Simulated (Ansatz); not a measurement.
**GaP₂H+ (doublet): the correlation ladder, cc-pVDZ**

One table from this session's results is given with a row withheld; the runs are named, their logs left out.

The runs use Ansatz 0.2.0, Gaussian basis; cc-pVDZ, core rule «outside noble gas», up to 24 orbitals frozen.

The runs, in order: UHF; CCSD(T) on ROHF; CCSD(T) on UHF; BCCD(T) on ROHF; CISD.

19 further runs of the same task are left out: 8 that didn't finish, 11 set aside as unsound or not needed.

### The geometry

The geometry is a PBE0/def2-TZVP stationary point (not a proven minimum) of the parent state, kept for this charge and spin. No spin-orbit coupling is included. The filled d shell of Ga may be among the frozen orbitals whatever the setting's name suggests; the logs give the count.

4 atoms, charge 1, spin multiplicity 2.

Atoms are counted from 1 here; the program's logs count them from 0.

Bond lengths: P1–Ga2 2.148 Å, Ga2–P3 2.183 Å, P3–H4 1.429 Å. Angles: P1–Ga2–P3 178.2°, Ga2–P3–H4 88.9°.

Geometry (Å):

| atom | x (Å) | y (Å) | z (Å) |
| --- | --- | --- | --- |
| P1 | 0.0000 | -0.3091 | 2.7076 |
| Ga2 | 0.0001 | -0.3199 | 0.5596 |
| P3 | 0.0000 | -0.3997 | -1.6217 |
| H4 | 0.0000 | 1.0287 | -1.6454 |

The first run:

File in.yaml:

```yaml
crystal:
  periodic: [false, false, false]
  atoms:
    - {symbol: P, position_ang: [-0.000031, -0.309074, 2.707582]}
    - {symbol: Ga, position_ang: [0.000074, -0.319915, 0.559582]}
    - {symbol: P, position_ang: [-0.000027, -0.399703, -1.621745]}
    - {symbol: H, position_ang: [-0.000015, 1.028693, -1.645420]}
basis:
  gaussian: {orbitals: cc-pVDZ}
total_charge: 1
magnetization: {spin_polarized: true, initial_magnetization: 1}
hamiltonian: {xc: hf}
output: {orbitals: {seedname: orbitals}}
```

Started as:

```console
ansatz run in.yaml --threads 1 --pin off --events-out ev --progress --plain --max-ram 2393MiB
```

Among the steps run: UHF; CCSD(T) on ROHF; CCSD(T) on UHF; BCCD(T) on ROHF; CISD.

One table of the session follows, with a row left open; its other results are not shown here.

It belongs to the step «Misses and costs». 

| method | from RCCSD(T) (kJ/mol) |
| --- | --- |
| UHF | +678.2 |
| RMP2 | +199.8 |
| UMP2 | ? |
| RCCSD | +37.6 |
| UCCSD | +23.6 |
| RCCSD(T) | 0 |
| UCCSD(T) | +0.7 |
| BCCD(T) | +1.0 |

Q: Estimate the row for UMP2 from the others.

**Answer.** from RCCSD(T) (kJ/mol): +141.5. In the column «from RCCSD(T) (kJ/mol)» it lies between RCCSD (+37.6) and RMP2 (+199.8).

Not comparable, so not listed: CISD (they don't share determinant, frozen orbitals or solution with the rows shown, or repeat one).

Left out of the table: ROHF (another determinant or state than the rows shown).

Limits of these values: The determinant is far from a pure spin state, so its energy mixes those of several spin states (harmless only where they are near-degenerate, as at dissociation). The report flags that the cluster equations may have other roots. The program flags RCCSD(T), BCCD(T) as in doubt, so the zero of the table is itself unsure. Warnings: spin contamination; coupled cluster took another determinant than the lowest; large T1 diagnostic. Restricted and unrestricted rows rest on different reference determinants; where their highest levels disagree by more than a few hundredths of an eV, they describe different states and don't form one ladder.
